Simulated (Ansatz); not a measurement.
This script makes a check of PAW against all-electron LAPW of Sn, space group Immm with Ansatz 0.2.0, Python API.

`run_paw_lapw.py`
```python
'''Checking the PAW result for Sn with LAPW.'''

import ansatz as az
import numpy as np


def count_gap(report):
    # lowest empty less highest filled band, counting bands; zero where they overlap
    return max(report.get('gap_by_band_count_ev') or 0.0, 0.0)

lattice = az.Lattice.of(
    [-1.726539, 1.775547, 2.338342],
    [1.726539, -1.775547, 2.338342],
    [1.726539, 1.775547, -2.338342],
)
sites = [
    ('Sn', [0.0, 0.0, 0.0]),
]
system = az.Crystal(lattice=lattice)
for symbol, position in sites:
    system = system.atom(symbol, position)

base = (
    system.calculation()
    .functional('pbesol')
    .kpoints(mesh=(12, 12, 12))
    .occupations(az.OccupationsMethod.FERMI_DIRAC, width=0.1)
    .stress()
    .forces()
    .band_table()
)
variants = {
    'PAW': base.pseudopotentials('paw'),
    'LAPW': base.pseudopotentials('all_electron', lapw=True),
}
# totals differ by the cores that each treatment holds, so compare what does not depend on them
rows = []
for label, variant in variants.items():
    summary = variant.run(threads=1, backend='cpu').report
    levels = np.array(summary['eigenvalues_ev'][0]) - summary['fermi_energy_ev']
    print(label, 'levels at the first k-point near E_F:', np.round(levels[np.abs(levels) < 5], 3))
    rows.append((label, summary['n_electrons'], np.trace(summary['stress_gpa']) / 3, count_gap(summary)))
print('     treatment  electrons in bands           P GPa  gap by band count eV')
for row in rows:
    print(f'{str(row[0]):>14s}  {row[1]:18.1f}  {row[2]:14.3f}  {row[3]:20.3f}')
```

How well do the two treatments of the cores agree on the pressure?

PAW gives -3.627 GPa and LAPW -3.628 GPa, 0.001 GPa apart. They took 7.9 and 39.4 s of processor time.

What the script printed:

```console
$ python run_paw_lapw.py
DeckWarning: basis.ecutwfc = 420 eV, auto-derived from the records' recommended cutoffs: set by Sn (normal level)
PAW levels at the first k-point near E_F: []
LAPW levels at the first k-point near E_F: []
     treatment  electrons in bands           P GPa  gap by band count eV
           PAW                14.0          -3.627                 0.000
          LAPW                22.0          -3.628                 0.000
```
(Warnings from the package without file and line.)

Caveats:
- The computed bands are complete only to about 5.5 eV above the Fermi level.
- A gap by band count of zero or less means overlapping bands, a metal.
- This isn't the structure that Sn takes at ambient conditions.
- Gaps and levels are Kohn-Sham values on a finite set of k-points, without spin-orbit coupling.
- Pressure is positive in compression; the treatments may keep other shells as core, so totals and counts of electrons can differ.
- It ran for 49 s on 1 thread of Arm Neoverse N1, on a shared host, peak memory 0.58 GiB.
